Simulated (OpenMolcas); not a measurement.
# Nb³⁺: CASSCF terms and fine-structure levels

Which level of Nb³⁺ lies lowest, and where do the others fall? The reference wave functions come first, then spin-orbit coupling.

Method: state-averaged CASSCF, spin-orbit coupling by RASSI with atomic mean-field integrals. Code: OpenMolcas 26.06.

## Step 1: Starting point

* Species: Nb³⁺ (niobium, Z = 41, 38 electrons)
* Basis: ANO-RCC-MB [5s4p2d], 27 functions
* Scalar Hamiltonian: DKH2, point nucleus
* Inactive shells: 1s 2s 2p 3s 3p 3d 4s 4p
* Active space: 2 electrons in 5 orbitals (4d)
* Some configurations of this space: 4d²
* Orbitals: optimised for each spin and parity, averaged over all roots

The outer shells:

4d2
```
4d [↑ ][↑ ][  ][  ][  ]
```

Each step is its own input file, run in one work folder so that later steps find the files of earlier ones. Labels, J, g values, rates, χT and fits are worked out afterwards by a script from the matrices that RASSI stores.

## Step 2: Basis and integrals

Contents of a.inp:

```
&GATEWAY
Coord
1

Nb 0.0 0.0 0.0
Basis=ANO-RCC-MB
Group=XYZ
NoMove
AngMom=0.0 0.0 0.0
AMFI
&SEWARD
```

## Step 3: CASSCF: triplets of even parity, 10 roots

Contents of a.inp:

```
&RASSCF
FileOrb=start.orb
Symmetry=1
Spin=3
nActEl=2 0 0
Inactive=9 9
Ras2=5 0
CIRoot=10 10 1
SDav=10
CIMx=300
Iter=120 100
PrWF=0.3
OrbListing=Nothing
MaxOrb=0
Atom
>>> COPY $Project.JobIph JOB001
```

start.orb holds the contracted functions of the basis, ordered by shell, or the orbitals of the step before.

## Step 4: CASSCF: singlets of even parity, 15 roots

Contents of a.inp:

```
&RASSCF
FileOrb=start.orb
Symmetry=1
Spin=1
nActEl=2 0 0
Inactive=9 9
Ras2=5 0
CIRoot=15 15 1
SDav=15
CIMx=300
Iter=120 100
PrWF=0.3
OrbListing=Nothing
MaxOrb=0
Atom
>>> COPY $Project.JobIph JOB002
```

## Step 5: State interaction with spin-orbit coupling

Contents of a.inp:

```
&RASSI
NrOfJobIphs=2 10 15
1 2 3 4 5 6 7 8 9 10
1 2 3 4 5 6 7 8 9 10 11 12 13 14 15
IphNames
JOB001
JOB002
EJob
SpinOrbit
DIPRint=1.0
SOCoupling=1000.0
Subsets=2
MEES
Property=10
'ANGMOM' 1 'ANGMOM' 2 'ANGMOM' 3 'MLTPL  1' 1 'MLTPL  1' 2 'MLTPL  1' 3
'AMFI' 1 'AMFI' 2 'AMFI' 3 'MLTPL  2' 6
SOProperty=3
'ANGMOM' 1 'ANGMOM' 2 'ANGMOM' 3
```

**Question.** What will these runs give? Wanted: lowest level; first excited level; lowest level of another term; spin-orbit lowering of the lowest level; strongest of the lines computed, by gA.

As calculated:

```
                                                                                   quantity                                          value
                                                                                     method                                         CASSCF
                                                                               lowest level          4d² ³F₂, 99 % of that term, g = 0.668
                                                                ground level listed by NIST                                            3F2
                                                                        first excited level                            4d² ³F₃ at 720 cm⁻¹
                                                               lowest level of another term                           4d² ¹D₂ at 8648 cm⁻¹
                                                    spin-orbit lowering of the lowest level                                       943 cm⁻¹
strongest of the lines computed, by gA (one parity, so forbidden lines), at CASSCF energies  4d² ¹S₀ → 4d² ¹D₂, 440.2 nm, A = 1.97e+01 s⁻¹
```

In words: The multiplet ³F is regular; its intervals divided by the larger J differ by 10 % of their mean, where Landé's rule for pure LS coupling makes them equal. Only the configurations of the active space and the roots asked for are present. The basis is small and contracted for the neutral atom, so it is rough for this charge. Only valence configurations of the active space appear, up to the ionisation limit; * or ° marks odd parity.
